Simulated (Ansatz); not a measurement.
# NbF5: small, medium and large basis sets

One table from this session's results is given with a row withheld; the runs are named, their logs left out.

The runs use Ansatz 0.2.0, Gaussian basis; one geometry, several basis sets.

Plan: PBE0-D4/def2-SVP; ωB97M-V/def2-SVP; PBE0-D4/def2-QZVPP; ωB97M-V/def2-QZVPP; the functionals' def2-TZVPP values are taken from earlier runs.

**Structure used throughout**

All runs share one geometry, relaxed beforehand with PBE0-D4 in a triple-zeta def2 set. Nb takes the def2 core potential; no spin-orbit term is included.

SMILES `[F][Nb]([F])([F])([F])[F]`, 6 atoms, charge 0, spin multiplicity 1.

Atoms are counted from 1 here; the program's logs count them from 0.

Bond lengths: F1–Nb2 1.864 Å, Nb2–F3 1.831 Å, Nb2–F4 1.831 Å, Nb2–F5 1.831 Å, Nb2–F6 1.864 Å. Angles: F1–Nb2–F3 90.0°, F1–Nb2–F4 90.0°, F1–Nb2–F5 90.0°, F1–Nb2–F6 179.9°, F3–Nb2–F4 120.0°, F3–Nb2–F5 120.0°, F3–Nb2–F6 90.0°, F4–Nb2–F5 120.0°, F4–Nb2–F6 90.0°, F5–Nb2–F6 90.0°.

The first run:

in.yaml

```yaml
crystal:
  periodic: [false, false, false]
  atoms:
    - {symbol: F, position_ang: [-1.286621, 0.498739, -1.249132]}
    - {symbol: Nb, position_ang: [0.006898, -0.010623, -0.007560]}
    - {symbol: F, position_ang: [0.077207, -1.675911, -0.764802]}
    - {symbol: F, position_ang: [1.110749, 1.318514, -0.612889]}
    - {symbol: F, position_ang: [-1.167780, 0.325766, 1.355653]}
    - {symbol: F, position_ang: [1.301546, -0.520486, 1.232629]}
basis:
  gaussian: {orbitals: def2-SVP}
hamiltonian: {xc: pbe0, dispersion: d4}
output: {orbitals: {seedname: orbitals}}
```

The run is started by

```sh
ansatz run in.yaml --threads 4 --pin off --events-out ev --progress --plain --max-ram 10444MiB
```

Steps of the session up to this table: PBE0-D4 in def2-SVP; ωB97M-V in def2-SVP; PBE0-D4 in def2-QZVPP; ωB97M-V in def2-QZVPP.

One table of the session follows, with a row left open; its other results are not shown here.

It belongs to the step «Density functionals: the series». 

| functional | basis | HOMO (eV) | LUMO (eV) |
| --- | --- | --- | --- |
| PBE0-D4 | def2-SVP | -12.26 | -3.46 |
| PBE0-D4 | def2-TZVPP | -12.27 | -3.31 |
| PBE0-D4 | def2-QZVPP | -12.27 | -3.30 |
| ωB97M-V | def2-SVP | -14.77 | -1.15 |
| ωB97M-V | def2-TZVPP | -14.78 | -1.01 |
| ωB97M-V | def2-QZVPP | ? | ? |

Q: Estimate the row for ωB97M-V, def2-QZVPP from the others.

As computed: HOMO (eV): -14.79; LUMO (eV): -1.01. In the column «HOMO (eV)» it is the lowest.
